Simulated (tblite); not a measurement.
# C3H9N3Si: the cost of one run

Computed with tblite 0.8.0 and PySCF 2.14.0, with density-fitted response routines of our own, on a single molecule in the gas phase. Atoms are numbered from 0 throughout.

## 1. The starting structure

16 atoms, charge 0, multiplicity 1; geometry from: force field or distance geometry start.

Bonds of the start (Å): C0–N1 1.48, N1–C2 1.45, C2–Si3 1.88, Si3–N4 1.81, Si3–C5 1.80, C5–N6 1.15, C0–H7 1.11, C0–H8 1.12, C0–H9 1.10, N1–H10 1.05, C2–H11 1.13, C2–H12 1.10, Si3–H13 1.49, N4–H14 1.03, N4–H15 1.05.

## 2. Relaxing the molecule with GFN2-xTB

Job settings and geometry (Å):

```
{"job": {"kind": "relax", "xc": "GFN2-xTB", "basis": "xTB"}, "charge": 0, "multiplicity": 1}
C      2.571700     0.510800     0.292200
N      1.148000     0.804000     0.545700
C      0.389000    -0.396600     0.268000
Si    -1.452700    -0.150000     0.553100
N     -2.269600    -1.428700    -0.424500
C     -2.040100     1.488200     0.080500
N     -2.420100     2.529400    -0.225600
H      2.875800    -0.399700     0.849800
H      3.151700     1.387600     0.681000
H      2.730100     0.347200    -0.786100
H      0.854300     1.535700    -0.148300
H      0.494900    -0.675700    -0.817200
H      0.702800    -1.285300     0.841600
H     -1.794400    -0.416700     1.977900
H     -1.713400    -2.293800    -0.393100
H     -3.235700    -1.547300    -0.038800
```

On the command line:

```console
$ OMP_NUM_THREADS=1 python probes_run.py task.json out
```

The driver reads the jobs from task.json and runs them one after another.

**Question.** How long does this first job take on 1 thread of Arm Neoverse N1, shared host?

About 1.1 s.
